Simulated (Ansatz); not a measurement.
# KNb2W2: the cost of one run

Program: Ansatz 0.2.0. Level of theory: DFT PBE, scalar-relativistic, plane waves, PAW. These are calculated values, not measurements.

### 1 The structure to begin with

It takes space group P-3m1 (No. 164, trigonal). Conventional cell: a = 4.276 Å, b = 4.276 Å, c = 7.206 Å, α = 90.00°, β = 90.00°, γ = 120.00°. Around K (site symmetry -3m) lie 6 W at 3.10 Å. Nb (site symmetry 3m) has 4 W at 2.59 to 2.62 Å as nearest neighbours. Around W (site symmetry 3m) lie 4 Nb at 2.59 to 2.62 Å.

Coordinates:

```cif
data_structure
_symmetry_space_group_name_H-M 'P 1'
_symmetry_Int_Tables_number 1
_cell_length_a 4.2756
_cell_length_b 4.2756
_cell_length_c 7.2057
_cell_angle_alpha 90.000
_cell_angle_beta 90.000
_cell_angle_gamma 120.000
_cell_volume 114.08
loop_
_atom_site_label
_atom_site_type_symbol
_atom_site_fract_x
_atom_site_fract_y
_atom_site_fract_z
_atom_site_occupancy
K1 K 0.00000 0.00000 0.00000 1
Nb1 Nb 0.33333 0.66667 0.62000 1
Nb2 Nb 0.66667 0.33333 0.38000 1
W1 W 0.33333 0.66667 0.26000 1
W2 W 0.66667 0.33333 0.74000 1
```

The cell is invented: species swapped into a database cell of EuMn2As2 (P-3m1, No. 164), with K on the Eu sites, Nb on the Mn sites and W on the As sites. The dimensions are guesses.

### 2 The guess as it stands, on a coarse mesh

Input file input.yaml:

```yaml
crystal:
  lattice:
    - [4.27555644, 0.0, 0.0]
    - [-2.13777822, 3.7027405, 0.0]
    - [0.0, 0.0, 7.20571349]
  atoms:
    - { symbol: K, position: [0.0, 0.0, 0.0] }
    - { symbol: Nb, position: [0.33333333, 0.66666667, 0.62] }
    - { symbol: Nb, position: [0.66666667, 0.33333333, 0.38] }
    - { symbol: W, position: [0.33333333, 0.66666667, 0.25999999] }
    - { symbol: W, position: [0.66666667, 0.33333333, 0.74000001] }
basis:
  ecutwfc: 420
kpoints:
  mp_grid: { grid: [6, 6, 4] }
hamiltonian:
  xc: pbe
scf:
  occupations: { method: gaussian, width: 0.1 }
  lower_state_search: "off"
output:
  forces: true
  stress: true
  eigenvalues: true
```

Launch:

```sh
ansatz run input.yaml --threads 1 --pin off --max-ram 2560MiB --backend cpu --events-out ev --progress --plain --runs-dir out
```

What time and memory should one allow on 1 thread of Intel Xeon 6975P-C (Granite Rapids), shared host?

About 4.6 s, with a peak of 0.48 GiB.
